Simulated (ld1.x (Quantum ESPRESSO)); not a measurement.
# An ultrasoft potential for germanium, from input to tests

Aim: build the potential from the settings below, then test how well it stands in for the atom: other configurations, scattering, ghost states and the plane-wave cutoff that it needs.

Method: ld1.x (Quantum ESPRESSO) 7.5, PBEsol, scalar-relativistic.

### 1 The atom and the settings

Typed settings, in words:

| Quantity | Value |
| --- | --- |
| element | germanium (Ge, Z = 32) |
| type | ultrasoft |
| frozen core | [Ar] |
| valence charge | 14 |
| reference configuration | 3d10 4s2 4p0 (charge +2) |
| partial waves | 4s (bound): rcut 1.35, rcutus 1.65 bohr; 4s channel at -1.85 Ry: rcut 1.35, rcutus 1.65 bohr; 4p (bound, empty): rcut 1.35, rcutus 1.65 bohr; 4p channel at 1.75 Ry: rcut 1.35, rcutus 1.65 bohr; 3d (bound): rcut 1.30, rcutus 1.40 bohr; 3d channel at -2.75 Ry: rcut 1.30, rcutus 1.40 bohr |
| local potential | all-electron potential smoothed inside 1.26 bohr (lloc = -2) |
| core correction | not asked for |
| augmentation charge | PSQ, radius 0.90 bohr |

The outer shells as boxes (Hund's rule for the drawing; the calculation is spin-unpolarised):

```
[Ar] core
3d [↑↓][↑↓][↑↓][↑↓][↑↓]
4s [↑↓]
4p [  ][  ][  ]
```

### 2 Generation

Contents of Ge.in:

```
 &input
   title='Ge', zed=32., rel=1, dft='PBESOL', iswitch=3,
   config='[Ar] 3d10 4s2 4p0',
   nld=3, rlderiv=1.80, eminld=-6.0, emaxld=5.0, deld=0.02
 /
 &inputp
   pseudotype=3, tm=.true., lloc=-2, rcloc=1.26,
   nlcc=.false.,
   which_augfun='PSQ', rmatch_augfun=0.90,
   file_pseudopw='Ge.UPF', file_wfcaegen='ae.wfc', file_wfcncgen='nc.wfc', file_beta='beta', file_chi='chi', file_wfcusgen='us.wfc'
 /
6
4S  1  0   2.00   0.00  1.35  1.65  0.0
4S  1  0   0.00  -1.85  1.35  1.65  0.0
4P  2  1   0.00   0.00  1.35  1.65  0.0
4P  2  1   0.00   1.75  1.35  1.65  0.0
3D  3  2  10.00   0.00  1.30  1.40  0.0
3D  3  2   0.00  -2.75  1.30  1.40  0.0
 &test
   configts(1)='3d10 4s2 4p0'
 /
```

Command:

```bash
$ ld1.x < Ge.in > Ge.out
```

What the program wrote to Ge.out (without the banner and most projector matrices):

```text
     Program LD1 v.7.5
     --------------------------- All-electron run ----------------------------

     Ge
     scalar relativistic calculation

     atomic number is 32.00
     dft =PBESOL   lsd =0 sic =0 latt =0  beta=0.20 tr2=1.0E-14
     Exchange-correlation= PBESOL
                           (   1   4  10   8   0   0   0)
     mesh =1207 r(mesh) = 100.41023 a.u. xmin = -7.00 dx = 0.01250
     1 Ry =  13.60569312 eV, c = 137.03599908

     n l     nl                  e(Ry)          e(Ha)          e(eV)
     1 0     1S 1( 2.00)      -806.4486      -403.2243    -10972.2928
     2 0     2S 1( 2.00)      -102.2118       -51.1059     -1390.6624
     2 1     2P 1( 6.00)       -89.5313       -44.7656     -1218.1353
     3 0     3S 1( 2.00)       -13.8253        -6.9126      -188.1027
     3 1     3P 1( 6.00)        -9.9526        -4.9763      -135.4117
     3 2     3D 1(10.00)        -3.6182        -1.8091       -49.2278
     4 0     4S 1( 2.00)        -2.1522        -1.0761       -29.2821
     4 1     4P 1( 0.00)        -1.4553        -0.7277       -19.8009

     final scf error:  8.9E-15 reached in  36 iterations

     Etot =   -4192.906700 Ry,   -2096.453350 Ha,  -57047.401848 eV

     Ekin =    4268.551798 Ry,    2134.275899 Ha,   58076.605843 eV
     Encl =  -10065.360057 Ry,   -5032.680029 Ha, -136946.200112 eV
     Eh   =    1758.805190 Ry,     879.402595 Ha,   23929.763684 eV
     Exc  =    -154.903631 Ry,     -77.451815 Ha,   -2107.571263 eV

     normalization and overlap integrals

     s(1S/1S) =  1.000000  <r> =   0.0470  <r2> =    0.0030  r(max) =   0.0309
     s(2S/2S) =  1.000000  <r> =   0.2102  <r2> =    0.0521  r(max) =   0.1754
     s(2P/2P) =  1.000000  <r> =   0.1838  <r2> =    0.0414  r(max) =   0.1418
     s(3S/3S) =  1.000000  <r> =   0.6247  <r2> =    0.4503  r(max) =   0.5402
     s(3P/3P) =  1.000000  <r> =   0.6473  <r2> =    0.4933  r(max) =   0.5402
     s(3D/3D) =  1.000000  <r> =   0.7318  <r2> =    0.6838  r(max) =   0.5012
     s(4S/4S) =  1.000000  <r> =   1.9371  <r2> =    4.2680  r(max) =   1.6641
     s(4P/4P) =  1.000000  <r> =   2.3208  <r2> =    6.1700  r(max) =   1.9577

     ------------------------ End of All-electron run ------------------------

     --------------------- Generating US pseudopotential ---------------------

      Generating local potential from pseudized AE potential:
      Matching radius rcloc =   1.2600
      Enforcing V''(0)=0 (lloc=-2)

      Local pseudo, rcloc= 1.264 Estimated cut-off energy=    19.74 Ry
      Wfc-us  4S rcutus= 1.664  Estimated cut-off energy=    16.01 Ry
      Wfc-us  4S rcutus= 1.664  Estimated cut-off energy=    16.44 Ry
      Wfc-us  4P rcutus= 1.664  Estimated cut-off energy=    26.03 Ry
      Wfc-us  4P rcutus= 1.664  Estimated cut-off energy=    31.42 Ry
      Wfc-us  3D rcutus= 1.397  Estimated cut-off energy=    61.20 Ry
      Wfc-us  3D rcutus= 1.397  Estimated cut-off energy=    91.35 Ry

     Q pseudized with Bessel functions
     Expected ecutrho=     498.2350 due to l1=  2   l2=  2

     ------------------- End of pseudopotential generation -------------------

     [... the all-electron block is printed once more ...]


     Computing logarithmic derivative in   1.80495
     Computing logarithmic derivative in   1.80495
     Computing the partial wave expansion
     R is outside the sphere for l=    0 j= 0.00
     R is outside the sphere for l=    0 j= 0.00
     R is outside the sphere for l=    1 j= 0.00
     R is outside the sphere for l=    1 j= 0.00
     R is outside the sphere for l=    2 j= 0.00
     R is outside the sphere for l=    2 j= 0.00

     ---------------------- Testing the pseudopotential ----------------------

     Ge
     scalar relativistic calculation

     atomic number is 32.00   valence charge is 14.00
     dft =PBESOL   lsd =0 sic =0 latt =0  beta=0.20 tr2=1.0E-14
     mesh =1207 r(mesh) = 100.41023 xmin = -7.00 dx = 0.01250

     n l     nl             e AE (Ry)        e PS (Ry)    De AE-PS (Ry)
     3 2     3D   1(10.00)       -3.61817       -3.61818        0.00000
     1 0     4S   1( 2.00)       -2.15220       -2.15220        0.00001
     2 1     4P   1( 0.00)       -1.45534       -1.45534        0.00000

     eps = 2.2E-16  iter =  4

     Etot =   -4192.906700 Ry,   -2096.453350 Ha,  -57047.401848 eV
     Etotps =  -185.932943 Ry,     -92.966471 Ha,   -2529.746564 eV

     Ekin =      38.375984 Ry,      19.187992 Ha,     522.131860 eV
     Encl =    -384.237879 Ry,    -192.118940 Ha,   -5227.822668 eV
     Ehrt =     152.207667 Ry,      76.103833 Ha,    2070.890805 eV
     Ecxc =     -21.806331 Ry,     -10.903166 Ha,    -296.690251 eV
     Epseu=      29.527617 Ry,      14.763808 Ha,     401.743691 eV

     ---------------------- End of pseudopotential test ----------------------
```

Wall time 1.4 s (1 thread of Neoverse-V2, shared host). (Generation and the later configuration tests together.)

All-electron and pseudo partial waves u(r) = r·R(r), from the program's wave files:

```
r (bohr)    4p AE   4p PS
   0.082   0.1757  0.0026
   0.165   0.1317  0.0104
   0.248  -0.0551  0.0234
   0.330  -0.2173  0.0414
   0.413  -0.3038  0.0647
   0.495  -0.3141  0.0926
   0.578  -0.2688  0.1256
   0.660  -0.1897  0.1626
   0.742  -0.0925  0.2035
   0.825   0.0129  0.2484
   0.908   0.1177  0.2961
   0.990   0.2162  0.3451
   1.072   0.3070  0.3950
   1.155   0.3896  0.4454
   1.238   0.4622  0.4946
   1.320   0.5241  0.5409
   1.402   0.5765  0.5838
   1.485   0.6203  0.6226
   1.568   0.6554  0.6558
   1.650   0.6822  0.6822
   1.733   0.7020  0.7020
   1.815   0.7150  0.7150
   1.898   0.7221  0.7221
   1.980   0.7239  0.7239
   2.062   0.7210  0.7210
   2.145   0.7140  0.7140
```

### 3 Transferability test

Contents of Ge.test.in:

```
 &input
   title='Ge', zed=32., rel=1, dft='PBESOL', iswitch=2,
   config='[Ar] 3d10 4s2 4p0'
 /
 &test
   file_pseudo='Ge.UPF', nconf=8,
   configts(1)='3d10 4s2 4p0',
   configts(2)='3d10 4s2 4p2',
   configts(3)='3d10 4s2 4p1',
   configts(4)='3d10 4s1 4p0',
   configts(5)='3d10 4s2 4p2.3',
   configts(6)='3d10 4s0 4p4',
   configts(7)='3d10 4s2 4p1.5',
   configts(8)='3d10 4s1 4p2'
 /
```

Command:

```bash
$ ld1.x < Ge.test.in > Ge.test.out
```

Ge.test.out, the pseudopotential blocks:

```text
     ---------------------- Testing the pseudopotential ----------------------

     Ge
     scalar relativistic calculation

     atomic number is 32.00   valence charge is 14.00
     dft =PBESOL   lsd =0 sic =0 latt =0  beta=0.20 tr2=1.0E-14
     mesh =1207 r(mesh) = 100.41023 xmin = -7.00 dx = 0.01250

     n l     nl             e AE (Ry)        e PS (Ry)    De AE-PS (Ry)
     3 2     3D   1(10.00)       -3.61817       -3.61818        0.00000
     1 0     4S   1( 2.00)       -2.15220       -2.15220        0.00001
     2 1     4P   1( 0.00)       -1.45534       -1.45534        0.00000

     eps = 2.4E-16  iter =  4

     Etot =   -4192.906700 Ry,   -2096.453350 Ha,  -57047.401848 eV
     Etotps =  -185.932943 Ry,     -92.966471 Ha,   -2529.746563 eV

     Ekin =      38.375984 Ry,      19.187992 Ha,     522.131860 eV
     Encl =    -384.237879 Ry,    -192.118939 Ha,   -5227.822668 eV
     Ehrt =     152.207667 Ry,      76.103833 Ha,    2070.890805 eV
     Ecxc =     -21.806331 Ry,     -10.903166 Ha,    -296.690251 eV
     Epseu=      29.527617 Ry,      14.763808 Ha,     401.743691 eV

     ---------------------- End of pseudopotential test ----------------------

     ---------------------- Testing the pseudopotential ----------------------

     Ge
     [...]
     n l     nl             e AE (Ry)        e PS (Ry)    De AE-PS (Ry)
     3 2     3D   1(10.00)       -2.15441       -2.15351       -0.00090
     1 0     4S   1( 2.00)       -0.86312       -0.86326        0.00015
     2 1     4P   1( 2.00)       -0.28641       -0.28644        0.00003

     eps = 7.9E-15  iter = 10

     Etot =   -4194.589934 Ry,   -2097.294967 Ha,  -57070.303424 eV
     Etotps =  -187.616556 Ry,     -93.808278 Ha,   -2552.653286 eV
     dEtot_ae =      -1.683235 Ry
     dEtot_ps =      -1.683613 Ry,   Delta E=       0.000378 Ry

     [...]
     ---------------------- End of pseudopotential test ----------------------

     ---------------------- Testing the pseudopotential ----------------------

     Ge
     [...]
     n l     nl             e AE (Ry)        e PS (Ry)    De AE-PS (Ry)
     3 2     3D   1(10.00)       -2.81776       -2.81693       -0.00084
     1 0     4S   1( 2.00)       -1.46208       -1.46228        0.00020
     2 1     4P   1( 1.00)       -0.82733       -0.82743        0.00010

     eps = 5.2E-15  iter =  9

     Etot =   -4194.042153 Ry,   -2097.021076 Ha,  -57062.850477 eV
     Etotps =  -187.068645 Ry,     -93.534322 Ha,   -2545.198575 eV
     dEtot_ae =      -1.135453 Ry
     dEtot_ps =      -1.135702 Ry,   Delta E=       0.000249 Ry

     [...]
     ---------------------- End of pseudopotential test ----------------------

     ---------------------- Testing the pseudopotential ----------------------

     Ge
     [...]
     n l     nl             e AE (Ry)        e PS (Ry)    De AE-PS (Ry)
     3 2     3D   1(10.00)       -4.63902       -4.64163        0.00262
     1 0     4S   1( 1.00)       -2.96839       -2.96509       -0.00330
     2 1     4P   1( 0.00)       -2.20180       -2.19942       -0.00238

     eps = 1.6E-15  iter =  9

     Etot =   -4190.349829 Ry,   -2095.174914 Ha,  -57012.613850 eV
     Etotps =  -183.376998 Ry,     -91.688499 Ha,   -2494.971161 eV
     dEtot_ae =       2.556871 Ry
     dEtot_ps =       2.555945 Ry,   Delta E=       0.000926 Ry

     [...]
     ---------------------- End of pseudopotential test ----------------------

     ---------------------- Testing the pseudopotential ----------------------

     Ge
     [...]
     n l     nl             e AE (Ry)        e PS (Ry)    De AE-PS (Ry)
     3 2     3D   1(10.00)       -1.99101       -1.99018       -0.00084
     1 0     4S   1( 2.00)       -0.70991       -0.71004        0.00013
     2 1     4P   1( 2.30)       -0.14877       -0.14879        0.00002

     eps = 6.5E-15  iter = 12

     Etot =   -4194.654849 Ry,   -2097.327425 Ha,  -57071.186637 eV
     Etotps =  -187.681483 Ry,     -93.840741 Ha,   -2553.536661 eV
     dEtot_ae =      -1.748150 Ry
     dEtot_ps =      -1.748540 Ry,   Delta E=       0.000390 Ry

     [...]
     ---------------------- End of pseudopotential test ----------------------

     ---------------------- Testing the pseudopotential ----------------------

     Ge
     [...]
     n l     nl             e AE (Ry)        e PS (Ry)    De AE-PS (Ry)
     3 2     3D   1(10.00)       -2.40122       -2.40244        0.00122
     1 0     4S   1( 0.00)       -0.99638       -0.99572       -0.00066
     2 1     4P   1( 4.00)       -0.38282       -0.38276       -0.00006

     eps = 7.3E-16  iter =  9

     Etot =   -4193.398370 Ry,   -2096.699185 Ha,  -57054.091362 eV
     Etotps =  -186.425320 Ry,     -93.212660 Ha,   -2536.445689 eV
     dEtot_ae =      -0.491670 Ry
     dEtot_ps =      -0.492377 Ry,   Delta E=       0.000706 Ry

     [...]
     ---------------------- End of pseudopotential test ----------------------

     ---------------------- Testing the pseudopotential ----------------------

     Ge
     [...]
     n l     nl             e AE (Ry)        e PS (Ry)    De AE-PS (Ry)
     3 2     3D   1(10.00)       -2.46604       -2.46510       -0.00094
     1 0     4S   1( 2.00)       -1.14830       -1.14848        0.00018
     2 1     4P   1( 1.50)       -0.54336       -0.54342        0.00006

     eps = 8.7E-15  iter =  8

     Etot =   -4194.383792 Ry,   -2097.191896 Ha,  -57067.498716 eV
     Etotps =  -187.410365 Ry,     -93.705183 Ha,   -2549.847915 eV
     dEtot_ae =      -1.477093 Ry
     dEtot_ps =      -1.477422 Ry,   Delta E=       0.000330 Ry

     [...]
     ---------------------- End of pseudopotential test ----------------------

     ---------------------- Testing the pseudopotential ----------------------

     Ge
     [...]
     n l     nl             e AE (Ry)        e PS (Ry)    De AE-PS (Ry)
     3 2     3D   1(10.00)       -2.94488       -2.94513        0.00026
     1 0     4S   1( 1.00)       -1.53371       -1.53342       -0.00029
     2 1     4P   1( 2.00)       -0.88531       -0.88530       -0.00001

     eps = 6.3E-15  iter =  7

     Etot =   -4193.400542 Ry,   -2096.700271 Ha,  -57054.120921 eV
     Etotps =  -186.427070 Ry,     -93.213535 Ha,   -2536.469500 eV
     dEtot_ae =      -0.493843 Ry
     dEtot_ps =      -0.494127 Ry,   Delta E=       0.000284 Ry

     [...]
     ---------------------- End of pseudopotential test ----------------------
```

Excitation and ionisation energies from 3d10 4s2 4p0, with the error of the potential.

| valence configuration | charge | ΔE all-electron (eV) | error AE − PS (meV) |
| --- | --- | --- | --- |
| 3d10 4s2 4p2 | 0 | -22.902 | +5.1 |
| 3d10 4s2 4p1 | +1 | -15.449 | +3.4 |
| 3d10 4s1 4p0 | +3 | 34.788 | +13 |
| 3d10 4s2 4p2.3 | -0.3 | -23.785 | +5.3 |
| 3d10 4s0 4p4 | 0 | -6.690 | +9.6 |
| 3d10 4s2 4p1.5 | +0.5 | -20.097 | +4.5 |
| 3d10 4s1 4p2 | +1 | -6.719 | +3.9 |

### 4 Does it scatter like the atom?

Taken from the files of the generation run. The phase is arctan(r·u′/u) with u = r·R, unwrapped, with energies in Ry. A pole is an energy at which the radial function vanishes at the test radius. The pseudo phase is shifted by a multiple of π to meet the all-electron one at the reference energy. Levels narrower than the energy grid can be missing from the poles. The last column is the largest difference on the grid between −1 and +1 Ry.

| channel | radius (bohr) | reference (Ry) | poles AE | poles PS | window around the reference with phases within 0.05 rad (Ry) | largest difference near zero (rad) |
| --- | --- | --- | --- | --- | --- | --- |
| s | 1.80 | -2.15 | 2.18 | 2.05, 4.83 | below 3.5 | 0.002 |
| p | 1.80 | -1.46 | 3.91 | 3.86 | the whole range | 0.000 |
| d | 1.80 | -3.62 | -3.42 | -3.42 | the whole range | 0.007 |

Phases (rad) along the scan:

```
E (Ry)    d AE    d PS    p AE    p PS
 -6.00   1.302   1.302   1.285   1.281
 -5.48   1.279   1.279   1.262   1.259
 -4.96   1.242   1.242   1.235   1.232
 -4.44   1.167   1.167   1.200   1.198
 -3.92   0.761   0.760   1.155   1.154
 -3.40  -1.591  -1.591   1.093   1.092
 -2.88  -1.776  -1.776   1.004   1.003
 -2.36  -1.847  -1.848   0.864   0.863
 -1.84  -1.904  -1.904   0.626   0.626
 -1.32  -1.965  -1.965   0.213   0.213
 -0.80  -2.041  -2.041  -0.355  -0.355
 -0.28  -2.149  -2.148  -0.817  -0.817
  0.24  -2.317  -2.315  -1.089  -1.089
  0.76  -2.603  -2.597  -1.248  -1.248
  1.28  -3.080  -3.064  -1.348  -1.348
  1.80  -3.640  -3.618  -1.418  -1.418
  2.32  -4.037  -4.018  -1.469  -1.469
  2.84  -4.267  -4.251  -1.509  -1.509
  3.36  -4.405  -4.391  -1.541  -1.543
  3.88  -4.495  -4.482  -1.569  -1.572
  4.40  -4.559  -4.546  -1.595  -1.599
  4.92  -4.606  -4.594  -1.618  -1.626
```

### 5 Plane-wave convergence, by spherical Bessel functions

This step uses the generator's waves and projectors in a separate script. Basis: spherical Bessel functions vanishing at 20 bohr, q² up to the cutoff; potential fixed at the reference.

All-electron valence levels (Ry): 4s -2.1522, 4p -1.4553, 3d -3.6182. The lowest levels of each channel (Ry) by cutoff; the last column sums, over occupied levels, occupation times the distance from the level at 400 Ry. A positive value at high cutoff is not a bound level.

```
cutoff (Ry)     s #1     p #1     d #1     f #1  Σ f·Δε (mRy)
          8  -2.1361  -1.4508  -1.2237  -0.2843       23977.0
         12  -2.1499  -1.4523  -1.9990  -0.2847       16196.6
         18  -2.1519  -1.4549  -2.9117  -0.2847        7065.2
         25  -2.1520  -1.4552  -3.3172  -0.2848        3010.6
         35  -2.1522  -1.4553  -3.5564  -0.2848         617.9
         50  -2.1522  -1.4553  -3.6157  -0.2848          25.0
         60  -2.1522  -1.4554  -3.6173  -0.2848           9.0
         80  -2.1522  -1.4554  -3.6177  -0.2848           4.4
        100  -2.1522  -1.4554  -3.6181  -0.2848           0.9
        120  -2.1522  -1.4554  -3.6181  -0.2848           0.7
        400  -2.1522  -1.4554  -3.6182  -0.2848           0.0
```

The sum stays within 10 mRy from 60 Ry and within 1 mRy from 100 Ry. The sum leaves out empty levels, which can need more. Ghost test: no level below the all-electron spectrum of its channel (s, p, d, f tested).

### 6 What came out

| quantity | value |
| --- | --- |
| cutoffs for 10 and 1 mRy, occupied levels | 60 Ry and 100 Ry |
| bound ghosts | none found |
| largest test error (AE − PS) | +13 meV, for 3d10 4s1 4p0 |
| largest phase difference near zero energy, channels read | 0.007 rad |
| lowest eigenvalue of the overlap (Bessel basis) | 0.440 (s) |
| density cutoff estimated by the generator | 498 Ry |

What this shows: The worst unpolarised test, 3d10 4s1 4p0, is off by 13 meV on 34.8 eV; by total energies transferability rates as good. By its cutoff, 60 Ry for the looser tolerance, it is of middling hardness. The slowest occupied level is 3d: taken alone it needs 60 Ry to come within 1 mRy, against 15 Ry for 4s. The Bessel-basis test finds no level below the valence levels. Near zero energy the phases of the channels with partial waves agree within 0.007 rad. These are tests on the free atom; a crystal test is still owed.
